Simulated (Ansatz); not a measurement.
# C2HClF4 (1,1,1,2-tetrafluorochloroethane): r2SCAN/6-31G(d) (spherical functions)

Aim: the electronic atomisation energy of C2HClF4 (1,1,1,2-tetrafluorochloroethane) at r2SCAN/6-31G* (spherical functions), from 5 runs. 

The results are computed with Ansatz 0.2.0.

53 further runs of the same task are left out: 53 set aside as unsound or not needed. Runs told in other sessions of the task aren't counted.

### 1 The structure to begin with

C2HClF4: 8 atoms, total charge 0, spin state singlet. As SMILES, `FC(Cl)C(F)(F)F`. Geometry: relaxed at PBE0-D4/def2-TZVP.

Bond lengths: F1–C2 1.349 Å, C2–Cl3 1.755 Å, C2–C4 1.533 Å, C4–F5 1.330 Å, C4–F6 1.325 Å, C4–F7 1.333 Å, C2–H8 1.091 Å. Some angles: F1–C2–Cl3 110.5°, F1–C2–C4 108.4°, Cl3–C2–C4 110.8°, C2–C4–F5 110.2°, C2–C4–F6 112.1°, C2–C4–F7 108.9°, F5–C4–F6 109.0°, F5–C4–F7 108.2°, F6–C4–F7 108.4°, F1–C2–H8 109.6°.

### 2 The energy at r2SCAN/6-31G(d) (spherical functions)

run.yaml reads:

```yaml
crystal:
  periodic: [false, false, false]
  atoms:
    - {symbol: F, position_ang: [-1.009760, -0.997300, 1.034070]}
    - {symbol: C, position_ang: [-0.026700, -0.752310, 0.143750]}
    - {symbol: Cl, position_ang: [1.532940, -1.198140, 0.813200]}
    - {symbol: C, position_ang: [-0.058240, 0.737850, -0.214790]}
    - {symbol: F, position_ang: [0.860470, 1.007860, -1.137810]}
    - {symbol: F, position_ang: [0.152480, 1.509050, 0.841250]}
    - {symbol: F, position_ang: [-1.256040, 1.034230, -0.720280]}
    - {symbol: H, position_ang: [-0.195140, -1.341240, -0.759390]}
basis:
  gaussian:
    orbitals: 6-31G_st_-spherical.json
hamiltonian:
  xc: {name: r2SCAN}
accuracy: high
output: {orbitals: {seedname: orbitals}}
```

The basis set 6-31G* is read from a file made from the Basis Set Exchange's data (not shown).

Started as:

```
ansatz run run.yaml --threads 1 --pin off --max-ram 3480MiB --events-out events.jsonl --progress --plain --runs-dir runs
```

Output:

```text
Warning: RAYON_NUM_THREADS=1 ignored (pool sized by the plan → 1); use --threads N
Functional definition: r2SCAN
  name "r2SCAN"
  parameter k0 = 0.174
  parameter k1 = 0.065
  parameter a1 = 4.9479
  exchange = r2scan_x(k0 = k0, k1 = k1, a1 = a1)
  correlation = r2scan_c
2392 factors; integrals over basis functions are off by at most 4.2e-9 eV
mean field evaluation 1: about -25471.0051 eV, gradient 3.8e1 eV
mean field evaluation 2: about -25468.7541 eV, gradient 5.4e1 eV
mean field evaluation 4: about -25473.0104 eV, gradient 2.0e0 eV
mean field evaluation 8: about -25473.0108 eV, gradient 7.1e-2 eV
mean field evaluation 16: about -25473.0108 eV, gradient 1.3e-5 eV
mean field -25473.01081283 eV, -936.1158811447 hartree, gradient 3.2e-8 eV, S^2 0.000000; 0 other end points of the search recorded, 0 dependent functions left out
reference -25473.01081320 eV, -936.1158811583 hartree; 33, 33 occupied and 71, 71 virtual orbitals, 2392 factors
Total energy: -25473.01081320 eV, -936.1158811583 hartree
```

Wall time 13 s (1 thread of Intel Xeon Platinum 8488C (Sapphire Rapids), shared host); peak memory 0.38 GiB.

### 3 The C atom

in.yaml reads:

```yaml
crystal:
  periodic: [false, false, false]
  atoms:
    - symbol: C
      position_ang: [0.000000, 0.000000, 0.000000]
basis:
  gaussian: {orbitals: 6-31G_st_-spherical.json}
accuracy: high
hamiltonian: {xc: r2scan}
magnetization: {spin_polarized: true, initial_magnetization: 2}
```

The basis set 6-31G* is read from a file made from the Basis Set Exchange's data (not shown).

Started as:

```
ansatz run in.yaml --threads 1 --pin off --max-ram 3480MiB --events-out events.jsonl --progress --plain --runs-dir runs
```

Output:

```text
Warning: RAYON_NUM_THREADS=1 ignored (pool sized by the plan → 1); use --threads N
Functional definition: r2SCAN
  name "r2SCAN"
  parameter k0 = 0.174
  parameter k1 = 0.065
  parameter a1 = 4.9479
  exchange = r2scan_x(k0 = k0, k1 = k1, a1 = a1)
  correlation = r2scan_c
96 factors; integrals over basis functions are off by at most 1.1e-9 eV
mean field evaluation 1: about -1029.0211 eV, gradient 4.2e0 eV
mean field evaluation 2: about -1029.1061 eV, gradient 1.1e0 eV
mean field evaluation 4: about -1029.1144 eV, gradient 2.7e-3 eV
mean field evaluation 8: about -1029.1129 eV, gradient 3.1e-4 eV
mean field evaluation 16: about -1029.1128 eV, gradient 1.3e-1 eV
mean field evaluation 32: about -1028.9162 eV, gradient 6.1e0 eV
mean field -1029.11292716 eV, -37.8192025153 hartree, gradient 3.2e-8 eV, S^2 2.003520; 2 other end points of the search recorded, 0 dependent functions left out
reference -1029.11292772 eV, -37.8192025358 hartree; 4, 2 occupied and 10, 12 virtual orbitals, 96 factors
Total energy: -1029.11292772 eV, -37.8192025358 hartree
```

It took 0.94 s on 1 thread of Intel Xeon Platinum 8488C (Sapphire Rapids), shared host.

### 4 The Cl atom, same level

input.yaml reads:

```yaml
crystal:
  periodic: [false, false, false]
  atoms:
    - symbol: Cl
      position_ang: [0.000000, 0.000000, 0.000000]
basis:
  gaussian:
    orbitals: 6-31G_st_-spherical.json
magnetization:
  spin_polarized: true
  initial_magnetization: 1
hamiltonian:
  xc: {name: r2SCAN}
accuracy: high
```

The basis set 6-31G* is read from a file made from the Basis Set Exchange's data (not shown).

Started as:

```
ansatz run input.yaml --threads 1 --pin off --max-ram 3480MiB --events-out events.jsonl --progress --plain --runs-dir runs
```

Output:

```text
Warning: RAYON_NUM_THREADS=1 ignored (pool sized by the plan → 1); use --threads N
Functional definition: r2SCAN
  name "r2SCAN"
  parameter k0 = 0.174
  parameter k1 = 0.065
  parameter a1 = 4.9479
  exchange = r2scan_x(k0 = k0, k1 = k1, a1 = a1)
  correlation = r2scan_c
140 factors; integrals over basis functions are off by at most 3.1e-9 eV
mean field evaluation 1: about -12519.4607 eV, gradient 3.4e0 eV
mean field evaluation 2: about -12519.5309 eV, gradient 1.2e0 eV
mean field evaluation 4: about -12519.5396 eV, gradient 1.8e-2 eV
mean field evaluation 8: about -12519.5409 eV, gradient 1.2e-3 eV
mean field evaluation 16: about -12519.3491 eV, gradient 5.3e0 eV
mean field evaluation 32: about -12519.5409 eV, gradient 3.5e-9 eV
mean field -12519.54090058 eV, -460.0846420466 hartree, gradient 3.5e-9 eV, S^2 0.752929; 1 other end points of the search recorded, 0 dependent functions left out
reference -12519.54090130 eV, -460.0846420733 hartree; 9, 8 occupied and 9, 10 virtual orbitals, 140 factors
Total energy: -12519.54090130 eV, -460.0846420733 hartree
```

Wall time 1.5 s (1 thread of Intel Xeon Platinum 8488C (Sapphire Rapids), shared host); peak memory 0.14 GiB.

### 5 The F atom at the same level

job.yaml reads:

```yaml
basis:
  gaussian: {orbitals: 6-31G_st_-spherical.json}
crystal:
  periodic: [false, false, false]
  atoms:
    - {symbol: F, position_ang: [0.000000, 0.000000, 0.000000]}
magnetization: {spin_polarized: true, initial_magnetization: 1}
hamiltonian: {xc: r2scan}
accuracy: high
```

The basis set 6-31G* is read from a file made from the Basis Set Exchange's data (not shown).

Run the same way, it converges to -99.67359 Eh (log not shown).

### 6 The H atom at the same level

run.yaml reads:

```yaml
crystal:
  periodic: [false, false, false]
  atoms:
    - {symbol: H, position_ang: [0.000000, 0.000000, 0.000000]}
basis:
  gaussian:
    orbitals: "6-31G*"
magnetization:
  spin_polarized: true
  initial_magnetization: 1
hamiltonian:
  xc: {name: r2SCAN}
accuracy: high
```

Run the same way, it converges to -0.49823 Eh (log not shown).

### 7 What came out

At r2SCAN/6-31G* (spherical functions):

| quantity | value |
| --- | --- |
| molecule: total energy | -936.11588 Eh |
| molecule: HOMO energy | -8.13 eV |
| molecule: LUMO energy | -0.43 eV |
| molecule: HOMO–LUMO gap | 7.69 eV |
| C atom: total energy | -37.81920 Eh |
| C atom: ⟨S²⟩ | 2.004 |
| Cl atom: total energy | -460.08464 Eh |
| Cl atom: ⟨S²⟩ | 0.753 |
| F atom: total energy | -99.67359 Eh |
| F atom: ⟨S²⟩ | 0.752 |
| H atom: total energy | -0.49823 Eh |
| H atom: ⟨S²⟩ | 0.750 |
| electronic atomisation energy | 32.660 eV |

In words: Taking the molecule apart into free atoms costs 32.66 eV (753 kcal/mol), before zero-point energy and without spin-orbit coupling.
